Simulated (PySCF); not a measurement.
**delta-valerolactone (C5H8O2): geometry, NMR shifts, spin-spin couplings and electronic excitations**

What NMR shifts, spin-spin couplings and electronic excitations should delta-valerolactone (C5H8O2) (`O=C1CCCCO1`) show?

The runs use PySCF 2.14.0, with density-fitted response routines of our own; the level of theory stands in each step. All values are computed, except where a source is named. Atoms count from 0, in the outputs and in this text.

## 1. The molecule as given

15 atoms, charge 0, multiplicity 1; geometry from: GFN2-xTB.

Bonds of the start (Å): O0–C1 1.20, C1–C2 1.52, C2–C3 1.52, C3–C4 1.52, C4–C5 1.52, C5–O6 1.42, O6–C1 1.34, C2–H7 1.09, C2–H8 1.09, C3–H9 1.09, C3–H10 1.09, C4–H11 1.09, C4–H12 1.09, C5–H13 1.10, C5–H14 1.09.

## 2. Geometry optimisation at PBE0-D3(BJ)/def2-SVP

What the job is given:

```
{"job": {"xc": "PBE0", "basis": "def2-SVP", "d3": "d3bj", "grid": 1, "kind": "geom"}, "charge": 0, "multiplicity": 1}
O      2.421890     1.290563     0.782703
C      1.363256     0.812775     0.473149
C      1.256572    -0.606047    -0.059532
C     -0.069086    -0.934900    -0.735315
C     -1.193247    -0.388971     0.136160
C     -1.029586     1.120512     0.217680
O      0.254696     1.535769     0.663725
H      1.403442    -1.257115     0.808302
H      2.104272    -0.768442    -0.726749
H     -0.163463    -2.014011    -0.866074
H     -0.113460    -0.471860    -1.723950
H     -2.172416    -0.619361    -0.283524
H     -1.132163    -0.824422     1.135736
H     -1.199660     1.569155    -0.769643
H     -1.735460     1.564345     0.925420
```

**Question.** This job is followed by: GIAO PBE0/pcSseg-1 NMR shielding, non-relativistic, gas phase; B3LYP/pcJ-1 indirect spin-spin coupling, non-relativistic, gas phase; TDDFT CAM-B3LYP/def2-SVPD, vertical, gas phase, core orbitals frozen in the response; GIAO wB97X-D/pcSseg-2 NMR shielding, non-relativistic, gas phase. What will the session give for the following? point group; rotational constants (main isotopes); 13C shifts against TMS (PBE0/pcSseg-1); 1H shifts against TMS (PBE0/pcSseg-1, means over atoms taken as alike); 17O shifts against H2O (PBE0/pcSseg-1); largest coupling of the table (B3LYP/pcJ-1); lowest singlet (CAM-B3LYP/def2-SVPD); brightest single state of those computed; lowest triplet; vertical ionisation energy (ΔSCF); range of the shift of O0.

The runs gave:

| quantity | value |
| --- | --- |
| point group | C1 |
| rotational constants (main isotopes) | 4.71, 2.57, 1.78 GHz |
| 13C shifts against TMS (PBE0/pcSseg-1) | 167.3, 69.3, 32.1, 25.1, 23.3 ppm |
| 1H shifts against TMS (PBE0/pcSseg-1, means over atoms taken as alike) | 4.19, 2.25, 1.61, 1.47 ppm |
| 17O shifts against H2O (PBE0/pcSseg-1) | 462.6, 209.1 ppm |
| largest coupling of the table (B3LYP/pcJ-1) | 1J(C,H) C5–H13, 152.2 Hz |
| lowest singlet (CAM-B3LYP/def2-SVPD) | 5.66 eV (219 nm), f = 0.001 |
| brightest single state of those computed | state 3, 7.72 eV, f = 0.082 |
| lowest triplet | 5.16 eV |
| vertical ionisation energy (ΔSCF) | 10.13 eV |
| range of the shift of O0 | 447.1 to 462.6 ppm |

What this shows: Over 8 steps the energy fell by 0.029 eV; of the close pairs, C4–H12 changed most, 1.092 to 1.104 Å. The most deshielded hydrogen is H13, H14 (mean) (hydrogen on an sp3 CH2 bonded to O), at 4.19 ppm: its carbon carries O, hence the downfield position. At PBE0/pcSseg-1: Shielding is most anisotropic at O0 (span 694 ppm, paramagnetic term -527 ppm). In the run at B3LYP/pcJ-1, the largest coupling of the table is C5–H13 (mean over like pairs), 152.2 Hz, of which the Fermi-contact term gives 151.3 Hz. Couplings across rotatable bonds belong to this one conformer; where others are populated, the observed values are averages. The lowest singlet, at 5.66 eV, is HOMO→LUMO+1 0.45, HOMO→LUMO 0.40 and is dark; of the 10 states computed, the strongest absorption comes from state 3 at 7.72 eV (the last state computed is bright too, and its partners may lie past the list). The lowest triplet lies 0.50 eV below the lowest singlet (triplets in Tamm-Dancoff, singlets in full TDDFT). ΔSCF puts the ionisation energy at 10.13 eV, 0.89 eV above −ε(HOMO). In ppm, O0 moves most: its shift spreads over 15.5 ppm, from 447.1 (wB97X-D/pcSseg-2) to 462.6 (PBE0/pcSseg-1). Part of that comes from the computed reference.
